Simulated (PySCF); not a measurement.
**BH₆OPSi: electronic excitations at several levels of theory**

How much do the electronic excitations of BH₆OPSi (`BP[SiH2]O`) depend on the level of theory, and what does each level cost?

Computed with PySCF 2.14.0, with density-fitted response routines of our own, on a single molecule in the gas phase. Atoms count from 0, in the outputs and in this text.

## Step 1: The starting structure

10 atoms, charge 0, multiplicity 1; geometry from: GFN2-xTB. The atoms were then displaced at random by about 0.01 Å, so the start is not that level's minimum.

Bonds of the start (Å): B0–P1 1.83, P1–Si2 2.24, Si2–O3 1.58, B0–H4 1.14, B0–H5 1.19, P1–H6 1.38, Si2–H7 1.46, Si2–H8 1.48, O3–H9 0.97.

## Step 2: Optimising the geometry at PBE0-D3(BJ)/def2-SVP

What the job is given:

```
{"job": {"xc": "PBE0", "basis": "def2-SVP", "d3": "d3bj", "grid": 1, "shake": 0.01, "kind": "geom"}, "charge": 0, "multiplicity": 1}
B      2.057790    -0.185120    -0.601560
P      0.510680    -0.977130    -0.022010
Si    -1.110870     0.573580     0.023260
O     -2.348090    -0.042530     0.786440
H      3.053520    -0.334790    -0.069150
H      1.991270     0.431830    -1.620190
H      0.754410    -1.195000     1.322240
H     -1.369090     0.895560    -1.372700
H     -0.816870     1.760060     0.864670
H     -2.672310    -0.947380     0.667950
```

Launch:

```
$ OMP_NUM_THREADS=1 python probes_run.py task.json out
```

One launch serves the whole session: the jobs run in the order shown.

What it wrote:

```text
step   0  E = -733.89643273  max force = 0.053420
step   1  E = -733.90592300  max force = 0.014582
step   2  E = -733.90664646  max force = 0.004025
step   3  E = -733.90693872  max force = 0.002675
step   4  E = -733.90710241  max force = 0.002744
step   5  E = -733.90722748  max force = 0.002674
step   6  E = -733.90731465  max force = 0.001616
step   7  E = -733.90739475  max force = 0.001200
step   8  E = -733.90742835  max force = 0.000737
step   9  E = -733.90743583  max force = 0.000354
optimisation converged
```

It took 36 s on 1 thread of Intel Xeon Platinum 8259CL at 2.50GHz, shared host; peak memory 0.39 GiB.

Relaxation path:

| step | energy from step 0 (eV) | largest force component (eV/Å) |
| --- | --- | --- |
| 0 | 0.0000 | 2.7470 |
| 1 | -0.2582 | 0.7498 |
| 2 | -0.2779 | 0.2070 |
| 3 | -0.2859 | 0.1376 |
| 4 | -0.2903 | 0.1411 |
| 5 | -0.2937 | 0.1375 |
| 6 | -0.2961 | 0.0831 |
| 7 | -0.2983 | 0.0617 |
| 8 | -0.2992 | 0.0379 |
| 9 | -0.2994 | 0.0182 |

Distances of close pairs at the start and the end, largest changes first:

| bond | before (Å) | after (Å) | change (Å) |
| --- | --- | --- | --- |
| Si2–O3 | 1.579 | 1.663 | +0.085 |
| B0–H4 | 1.139 | 1.206 | +0.067 |
| Si2–H7 | 1.456 | 1.494 | +0.039 |
| P1–H6 | 1.383 | 1.419 | +0.035 |
| B0–H5 | 1.193 | 1.207 | +0.014 |
| B0–P1 | 1.832 | 1.846 | +0.014 |
| O3–H9 | 0.968 | 0.962 | -0.006 |
| Si2–H8 | 1.484 | 1.486 | +0.002 |

The end geometry stands in the next job.

| at the end point | value |
| --- | --- |
| point group (found at 0.08 Å tolerance) | C1 |
| rotational constants (GHz, main isotopes) | 11.635, 2.207, 1.960 |
| dipole moment (D) | 0.74 |

## Step 3: Excited states and response: PBE0/def2-TZVP

What the job is given:

```
{"job": {"kind": "uv", "xc": "PBE0", "basis": "def2-TZVP"}, "charge": 0, "multiplicity": 1}
B      2.007829    -0.187431    -0.676229
P      0.594611    -0.916951     0.261397
Si    -1.100741     0.547084     0.164168
O     -2.534812    -0.148152     0.640821
H      3.139023    -0.340570    -0.287511
H      1.780614     0.330663    -1.742550
H      0.972455    -1.024536     1.624476
H     -1.102727     0.978279    -1.266497
H     -0.916849     1.707419     1.074104
H     -2.786203    -0.959678     0.189020
```

Level: TDDFT PBE0/def2-TZVP, vertical, gas phase, core orbitals frozen in the response.

What it wrote:

```text
coarse grid: 9144 points
cycle   1  E = -734.1554598838  dE =  1.192e-01  |g| = 7.156e-01  |ddm| = 2.251e+00
cycle   2  E = -733.9878994793  dE =  1.676e-01  |g| = 1.182e+00  |ddm| = 1.091e+00
cycle   3  E = -734.2477044253  dE = -2.598e-01  |g| = 8.038e-02  |ddm| = 7.703e-01
cycle   4  E = -734.2489699119  dE = -1.265e-03  |g| = 3.785e-02  |ddm| = 9.908e-02
cycle   5  E = -734.2494325856  dE = -4.627e-04  |g| = 9.143e-03  |ddm| = 3.861e-02
cycle   6  E = -734.2494580184  dE = -2.543e-05  |g| = 3.148e-03  |ddm| = 1.019e-02
cycle   7  E = -734.2494607982  dE = -2.780e-06  |g| = 4.741e-04  |ddm| = 3.041e-03
final grid: 78504 points
cycle   8  E = -734.2474768174  dE = -2.657e-05  |g| = 5.464e-03  |ddm| = 2.026e-02
cycle   9  E = -734.2474714090  dE =  5.408e-06  |g| = 7.137e-03  |ddm| = 7.839e-03
cycle  10  E = -734.2474824597  dE = -1.105e-05  |g| = 9.354e-04  |ddm| = 4.972e-03
cycle  11  E = -734.2474826257  dE = -1.660e-07  |g| = 1.802e-04  |ddm| = 6.665e-04
cycle  12  E = -734.2474826334  dE = -7.703e-09  |g| = 8.264e-05  |ddm| = 2.157e-04
cycle  13  E = -734.2474826356  dE = -2.145e-09  |g| = 1.414e-05  |ddm| = 6.722e-05
cycle  14  E = -734.2474826356  dE = -5.593e-11  |g| = 3.863e-06  |ddm| = 1.750e-05
converged SCF energy = -734.2474826356

Static polarisability (au): isotropic 73.102, principal 58.222 69.211 91.873

Singlet excitations
state   eV       nm        f      main configurations
  1   4.8685    254.7   0.10572   H->L 0.90
  2   5.4153    229.0   0.03511   H-1->L 0.87
  3   6.0953    203.4   0.00548   H-3->L 0.95
  4   6.2150    199.5   0.05128   H->L+1 0.48, H->L+2 0.47
  5   6.4077    193.5   0.00426   H-2->L 0.84
  6   6.4635    191.8   0.08620   H->L+2 0.44, H->L+1 0.43
  7   7.0322    176.3   0.01838   H-1->L+1 0.93
  8   7.1792    172.7   0.07443   H->L+3 0.89
  9   7.5101    165.1   0.00341   H-5->L 0.34, H-4->L 0.30, H-1->L+2 0.19
 10   7.5832    163.5   0.01173   H-1->L+2 0.63, H->L+4 0.20

Triplet excitations (Tamm-Dancoff, eV): 3.3917 4.8407 5.4094 5.5995
```

It took 16 s on 1 thread of Intel Xeon Platinum 8259CL at 2.50GHz, shared host; peak memory 0.75 GiB.

The orbitals next to the gap, with their largest atomic shares:

| orbital | eV | atoms |
| --- | --- | --- |
| HOMO−3 | -9.64 | B0 41 %, H5 25 %, P1 18 % |
| HOMO−2 | -9.35 | Si2 26 %, O3 26 %, H7 16 % |
| HOMO−1 | -8.53 | P1 28 %, O3 24 %, Si2 20 % |
| HOMO | -7.46 | P1 66 %, B0 20 %, Si2 9 % |
| LUMO | -1.76 | B0 66 %, P1 23 %, Si2 7 % |
| LUMO+1 | -0.08 | Si2 52 %, H9 18 %, P1 15 % |
| LUMO+2 | 0.34 | P1 36 %, Si2 30 %, H6 19 % |

With each of the 10 states as a Gaussian band of 0.4 eV half-width at 1/e, the curve within the window shown has maxima at 253 nm (ε 4,500), 194 nm (ε 5,500), 174 nm (ε 4,100) L/(mol cm). Beyond the last state computed it falls off for lack of states. The curve at chosen wavelengths:

(nm, ε (L/mol/cm)): (157, 473), (162, 1462), (168, 3280), (173, 4083), (178, 3846), (184, 4033), (189, 5000), (194, 5511), (200, 4647), (205, 3270), (210, 2115), (216, 1514), (221, 1573), (226, 1902), (231, 2368), (237, 3073), (242, 3724), (247, 4270), (253, 4524), (258, 4292), (263, 3716), (269, 2791), (274, 2017), (279, 1359), (285, 779), (290, 461)

Further results of this job:

| property | computed |
| --- | --- |
| dipole moment (D) | 0.75 |
| polarisability (Å³) | 10.83 |
| HOMO–LUMO gap (eV) | 5.69 |
| −ε(HOMO) (eV) | 7.46 |

## Step 4: Ultraviolet spectrum: PBE0/aug-cc-pVDZ

The job, as its differences from that of step 3:

```diff
@@ -1,2 +1,2 @@
-{"job": {"kind": "uv", "xc": "PBE0", "basis": "def2-TZVP"}, "charge": 0, "multiplicity": 1}
+{"job": {"kind": "uv", "xc": "PBE0", "basis": "aug-cc-pVDZ"}, "charge": 0, "multiplicity": 1}
 B      2.007829    -0.187431    -0.676229
```

With the program's defaults for keys left out, this is: TDDFT PBE0/aug-cc-pVDZ, vertical, gas phase, core orbitals frozen in the response.

What it wrote:

```text
coarse grid: 9144 points
cycle   1  E = -734.0920220049  dE =  1.605e-01  |g| = 6.612e-01  |ddm| = 7.106e+00
cycle   2  E = -733.9305452527  dE =  1.615e-01  |g| = 1.119e+00  |ddm| = 2.456e+00
cycle   3  E = -734.1779530349  dE = -2.474e-01  |g| = 7.125e-02  |ddm| = 1.467e+00
cycle   4  E = -734.1791024893  dE = -1.149e-03  |g| = 3.359e-02  |ddm| = 2.462e-01
cycle   5  E = -734.1795240559  dE = -4.216e-04  |g| = 7.843e-03  |ddm| = 1.015e-01
cycle   6  E = -734.1795445224  dE = -2.047e-05  |g| = 2.142e-03  |ddm| = 2.266e-02
cycle   7  E = -734.1795462110  dE = -1.689e-06  |g| = 4.361e-04  |ddm| = 6.038e-03
final grid: 78504 points
cycle   8  E = -734.1922510389  dE = -1.553e-05  |g| = 4.203e-03  |ddm| = 8.448e-02
cycle   9  E = -734.1922468391  dE =  4.200e-06  |g| = 5.924e-03  |ddm| = 2.081e-02
cycle  10  E = -734.1922557691  dE = -8.930e-06  |g| = 5.789e-04  |ddm| = 1.078e-02
cycle  11  E = -734.1922558453  dE = -7.614e-08  |g| = 1.476e-04  |ddm| = 1.459e-03
cycle  12  E = -734.1922558518  dE = -6.472e-09  |g| = 5.925e-05  |ddm| = 4.132e-04
cycle  13  E = -734.1922558530  dE = -1.260e-09  |g| = 9.707e-06  |ddm| = 1.464e-04
cycle  14  E = -734.1922558531  dE = -3.104e-11  |g| = 3.294e-06  |ddm| = 3.833e-05
converged SCF energy = -734.1922558531

Static polarisability (au): isotropic 78.124, principal 63.815 73.803 96.754

Singlet excitations
state   eV       nm        f      main configurations
  1   4.8682    254.7   0.10882   H->L 0.91
  2   5.4210    228.7   0.03375   H-1->L 0.86
  3   6.0359    205.4   0.07864   H->L+1 0.87
  4   6.0925    203.5   0.02276   H-3->L 0.72, H->L+2 0.19
  5   6.1553    201.4   0.02626   H->L+2 0.73, H-3->L 0.18
  6   6.4030    193.6   0.00285   H-2->L 0.91
  7   6.7677    183.2   0.04168   H-1->L+1 0.81
  8   6.8158    181.9   0.10540   H->L+3 0.62, H->L+4 0.17, H-1->L+1 0.11
  9   6.9561    178.2   0.05207   H->L+4 0.55, H->L+3 0.23
 10   7.1049    174.5   0.00764   H->L+5 0.68, H->L+4 0.15

Triplet excitations (Tamm-Dancoff, eV): 3.4262 4.8689 5.4095 5.5395
```

It took 16 s on 1 thread of Intel Xeon Platinum 8259CL at 2.50GHz, shared host; peak memory 0.7 GiB.

In short: HOMO -7.46 eV, LUMO -1.77 eV; lowest singlet 4.87 eV.

## Step 5: Ultraviolet spectrum: PBE0/def2-TZVPD

The job, as its differences from that of step 4:

```diff
@@ -1,2 +1,2 @@
-{"job": {"kind": "uv", "xc": "PBE0", "basis": "aug-cc-pVDZ"}, "charge": 0, "multiplicity": 1}
+{"job": {"kind": "uv", "xc": "PBE0", "basis": "def2-TZVPD"}, "charge": 0, "multiplicity": 1}
 B      2.007829    -0.187431    -0.676229
```

Method: TDDFT PBE0/def2-TZVPD, vertical, gas phase, core orbitals frozen in the response.

What it wrote:

```text
coarse grid: 9144 points
cycle   1  E = -734.1572000131  dE =  1.188e-01  |g| = 7.149e-01  |ddm| = 2.342e+00
cycle   2  E = -733.9804378894  dE =  1.768e-01  |g| = 1.200e+00  |ddm| = 1.110e+00
cycle   3  E = -734.2493448136  dE = -2.689e-01  |g| = 8.264e-02  |ddm| = 7.344e-01
cycle   4  E = -734.2506560711  dE = -1.311e-03  |g| = 3.984e-02  |ddm| = 1.010e-01
cycle   5  E = -734.2511727272  dE = -5.167e-04  |g| = 9.204e-03  |ddm| = 4.080e-02
cycle   6  E = -734.2511981587  dE = -2.543e-05  |g| = 3.222e-03  |ddm| = 1.079e-02
cycle   7  E = -734.2512010579  dE = -2.899e-06  |g| = 4.929e-04  |ddm| = 3.286e-03
final grid: 78504 points
cycle   8  E = -734.2492099786  dE = -2.768e-05  |g| = 5.507e-03  |ddm| = 3.816e-02
cycle   9  E = -734.2492043164  dE =  5.662e-06  |g| = 7.275e-03  |ddm| = 8.371e-03
cycle  10  E = -734.2492156800  dE = -1.136e-05  |g| = 9.657e-04  |ddm| = 4.992e-03
cycle  11  E = -734.2492158531  dE = -1.731e-07  |g| = 1.887e-04  |ddm| = 7.031e-04
cycle  12  E = -734.2492158618  dE = -8.717e-09  |g| = 8.584e-05  |ddm| = 2.360e-04
cycle  13  E = -734.2492158641  dE = -2.331e-09  |g| = 1.448e-05  |ddm| = 7.491e-05
cycle  14  E = -734.2492158642  dE = -6.230e-11  |g| = 3.959e-06  |ddm| = 1.944e-05
converged SCF energy = -734.2492158642

Static polarisability (au): isotropic 77.816, principal 63.452 73.542 96.454

Singlet excitations
state   eV       nm        f      main configurations
  1   4.8402    256.2   0.10650   H->L 0.90
  2   5.3977    229.7   0.02995   H-1->L 0.86
  3   6.0224    205.9   0.07664   H->L+1 0.65, H->L+2 0.26
  4   6.0730    204.2   0.00434   H-3->L 0.88
  5   6.1802    200.6   0.04845   H->L+2 0.61, H->L+1 0.26, H-3->L 0.08
  6   6.3981    193.8   0.00266   H-2->L 0.91
  7   6.8123    182.0   0.03423   H-1->L+1 0.87
  8   6.8990    179.7   0.14308   H->L+3 0.61, H->L+4 0.22
  9   7.0363    176.2   0.01531   H->L+4 0.60, H->L+3 0.21, H->L+5 0.10
 10   7.3336    169.1   0.00195   H-1->L+2 0.48, H->L+5 0.27, H->L+6 0.13

Triplet excitations (Tamm-Dancoff, eV): 3.3800 4.8305 5.3824 5.4675
```

It took 23 s on 1 thread of Intel Xeon Platinum 8259CL at 2.50GHz, shared host; peak memory 0.83 GiB.

In short: HOMO -7.47 eV, LUMO -1.80 eV; lowest singlet 4.84 eV.

## Step 6: TDDFT and polarisability: PBE0/6-31+G*

The job, as its differences from that of step 5:

```diff
@@ -1,2 +1,2 @@
-{"job": {"kind": "uv", "xc": "PBE0", "basis": "def2-TZVPD"}, "charge": 0, "multiplicity": 1}
+{"job": {"kind": "uv", "xc": "PBE0", "basis": "6-31+G*"}, "charge": 0, "multiplicity": 1}
 B      2.007829    -0.187431    -0.676229
```

Level: TDDFT PBE0/6-31+G*, vertical, gas phase, core orbitals frozen in the response.

What it wrote:

```text
coarse grid: 9144 points
cycle   1  E = -734.1009967783  dE =  1.391e-01  |g| = 6.470e-01  |ddm| = 2.855e+00
cycle   2  E = -733.9557414073  dE =  1.453e-01  |g| = 1.075e+00  |ddm| = 1.356e+00
cycle   3  E = -734.1849989561  dE = -2.293e-01  |g| = 6.934e-02  |ddm| = 9.171e-01
cycle   4  E = -734.1861497449  dE = -1.151e-03  |g| = 3.021e-02  |ddm| = 1.534e-01
cycle   5  E = -734.1864863208  dE = -3.366e-04  |g| = 7.007e-03  |ddm| = 5.897e-02
cycle   6  E = -734.1865024194  dE = -1.610e-05  |g| = 2.019e-03  |ddm| = 1.475e-02
cycle   7  E = -734.1865039905  dE = -1.571e-06  |g| = 3.134e-04  |ddm| = 4.467e-03
final grid: 78504 points
cycle   8  E = -734.1389139784  dE = -1.144e-05  |g| = 4.410e-03  |ddm| = 2.904e-02
cycle   9  E = -734.1389092575  dE =  4.721e-06  |g| = 6.186e-03  |ddm| = 1.234e-02
cycle  10  E = -734.1389194819  dE = -1.022e-05  |g| = 5.402e-04  |ddm| = 7.564e-03
cycle  11  E = -734.1389195453  dE = -6.343e-08  |g| = 1.549e-04  |ddm| = 7.137e-04
cycle  12  E = -734.1389195528  dE = -7.500e-09  |g| = 4.775e-05  |ddm| = 3.610e-04
cycle  13  E = -734.1389195536  dE = -7.828e-10  |g| = 9.862e-06  |ddm| = 9.824e-05
converged SCF energy = -734.1389195536

Static polarisability (au): isotropic 70.809, principal 56.011 67.706 88.711

Singlet excitations
state   eV       nm        f      main configurations
  1   4.9517    250.4   0.11985   H->L 0.91
  2   5.5192    224.6   0.03217   H-1->L 0.85
  3   6.1184    202.6   0.10974   H->L+1 0.89
  4   6.1905    200.3   0.00703   H-3->L 0.90
  5   6.3424    195.5   0.03855   H->L+2 0.87
  6   6.5099    190.5   0.00241   H-2->L 0.90
  7   6.8790    180.2   0.04660   H-1->L+1 0.81, H->L+3 0.11
  8   6.9515    178.4   0.12176   H->L+3 0.70, H-1->L+1 0.13
  9   7.1876    172.5   0.02182   H->L+4 0.83, H->L+3 0.10
 10   7.4479    166.5   0.00628   H->L+5 0.80

Triplet excitations (Tamm-Dancoff, eV): 3.4936 4.9866 5.5299 5.6299
```

Wall time 7.8 s (1 thread of Intel Xeon Platinum 8259CL at 2.50GHz, shared host); peak memory 0.48 GiB.

Key values: HOMO -7.47 eV, LUMO -1.75 eV; lowest singlet 4.95 eV.

## Step 7: Comparing the runs: electronic excitations

Excitations and ground-state properties, with basis size and wall time:

| run | lowest singlet (eV) | brightest (eV) | f | gap (eV) | α (Å³) | μ (D) | functions | time |
| --- | --- | --- | --- | --- | --- | --- | --- | --- |
| PBE0/def2-TZVP | 4.87 | 4.87 | 0.106 | 5.69 | 10.83 | 0.75 | 172 | 16 s |
| PBE0/aug-cc-pVDZ | 4.87 | 4.87 | 0.109 | 5.68 | 11.58 | 0.59 | 154 | 16 s |
| PBE0/def2-TZVPD | 4.84 | 6.90 | 0.143 | 5.67 | 11.53 | 0.66 | 217 | 23 s |
| PBE0/6-31+G* | 4.95 | 6.95 | 0.122 | 5.72 | 10.49 | 0.58 | 92 | 7.8 s |

## Step 8: Results

| quantity | value |
| --- | --- |
| point group | C1 |
| rotational constants (main isotopes) | 11.64, 2.21, 1.96 GHz |
| lowest singlet (PBE0/def2-TZVP) | 4.87 eV (255 nm), f = 0.106 |
| lowest triplet | 3.39 eV |
| range of the lowest singlet | 4.84 to 4.95 eV |

In words: Single values in the summary come from the first run of each kind that ended normally (PBE0/def2-TZVP), which need not be the best level. The optimisation took 9 steps and gained 0.299 eV; among the close pairs (by a distance rule), Si2–O3 changed most, from 1.579 to 1.663 Å. No frequency check was run at this level, so the end point may be a saddle. The lowest singlet, at 4.87 eV, is HOMO→LUMO 0.90 and is bright. The lowest triplet lies 1.48 eV below the lowest singlet (triplets in Tamm-Dancoff, singlets in full TDDFT). The lowest singlet runs from 4.84 eV (PBE0/def2-TZVPD) to 4.95 eV (PBE0/6-31+G*), while the orbital gap spans 5.67 to 5.72 eV. The lowest state need not be the same one in every run. The runs solved for a few states only, so the brightest column depends on that window.
